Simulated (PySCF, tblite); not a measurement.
# C5H8BrClSi2: geometry, infrared bands and NMR shifts

Wanted: the infrared bands and NMR shifts of C5H8BrClSi2 (`C#C[C@@]1(Br)[SiH2]C[Si@H]1CCl`), by calculation.

Programs: tblite 0.8.0 and PySCF 2.14.0, with density-fitted response routines of our own. Each step states its level of theory. These are calculated values for one molecule in the gas phase, unless marked as measured. Atoms count from 0, in the outputs and in this text.

### Step 1. The starting structure

17 atoms, charge 0, multiplicity 1; geometry from: force field or distance geometry start.

Bonds of the start (Å): C0–C1 1.23, C1–C2 1.46, C2–Br3 1.94, C2–Si4 1.86, Si4–C5 1.85, C5–Si6 1.89, Si6–C7 1.85, C7–Cl8 1.78, Si6–C2 1.85, C0–H9 1.08, Si4–H10 1.46, Si4–H11 1.47, C5–H12 1.12, C5–H13 1.11, Si6–H14 1.46, C7–H15 1.14, C7–H16 1.11.

### Step 2. Optimising the geometry with GFN2-xTB

The job: settings as JSON, then the geometry in Å.

```
{"job": {"kind": "relax", "xc": "GFN2-xTB", "basis": "xTB"}, "charge": 0, "multiplicity": 1}
C      1.761100     2.002300     1.317100
C      1.334400     1.242000     0.456200
C      0.874700     0.301000    -0.553900
Br     1.522900     0.779100    -2.313500
Si     1.289500    -1.457600    -0.105100
C     -0.508400    -1.713500     0.255100
Si    -0.942700    -0.003500    -0.415300
C     -1.877600     0.982400     0.841200
Cl    -1.362100     0.594500     2.501200
H      2.119300     2.666800     2.082900
H      1.831100    -2.236700    -1.210800
H      2.083300    -1.444500     1.128600
H     -0.964900    -2.527900    -0.358100
H     -0.730700    -1.793100     1.336100
H     -1.561100    -0.101700    -1.736900
H     -2.963000     0.649400     0.768800
H     -1.912600     2.072700     0.646000
```

Command:

```bash
$ OMP_NUM_THREADS=1 python probes_run.py task.json out
```

The driver reads the jobs from task.json and runs them one after another.

**Question.** This job is followed by: GFN2-xTB harmonic vibrations, gas phase; GIAO PBE0/pcSseg-1 NMR shielding, non-relativistic, gas phase. What will the session give for the following? strongest single infrared mode (GFN2-xTB); zero-point energy (GFN2-xTB); ¹³C shifts against TMS (PBE0/pcSseg-1); ¹H shifts against TMS (PBE0/pcSseg-1); ⁷⁹Br shifts against HBr (PBE0/pcSseg-1); ²⁹Si shifts against TMS (PBE0/pcSseg-1); ³⁵Cl shifts against HCl (PBE0/pcSseg-1).

The runs gave:

```
                                 quantity                                               value
strongest single infrared mode (GFN2-xTB)                               2302 cm⁻¹, 470 km/mol
             zero-point energy (GFN2-xTB)                                       65.5 kcal/mol
   ¹³C shifts against TMS (PBE0/pcSseg-1)                    89.0, 87.7, 44.9, 32.0, -5.6 ppm
    ¹H shifts against TMS (PBE0/pcSseg-1)  5.34, 5.27, 5.12, 3.42, 2.95, 2.74, 1.12, 0.73 ppm
  ⁷⁹Br shifts against HBr (PBE0/pcSseg-1)                                             689 ppm
  ²⁹Si shifts against TMS (PBE0/pcSseg-1)                                       8.0, -8.1 ppm
  ³⁵Cl shifts against HCl (PBE0/pcSseg-1)                                              18 ppm
```

**Reading.** Relaxing lowered the energy by 0.647 eV in 123 steps; the close pair that moved most is C2–Si6, from 1.848 to 1.939 Å. No mode is imaginary among the 45: a minimum at this level. The strongest single mode, at 2302 cm⁻¹, moves mainly H10. Unscaled tight-binding wavenumbers are off by several per cent, some by more. Its intensities can rank the bands wrongly. C2 stands next to heavy halogen, whose spin-orbit shielding this run leaves out, so the computed shift lies too far downfield, most of all for carbon beside Br or I. At PBE0/pcSseg-1: Shielding is most anisotropic at Br3 (span 1667 ppm, paramagnetic term -1188 ppm). Spin-orbit coupling is left out, which matters for shieldings and couplings at and beside the heavy atoms.
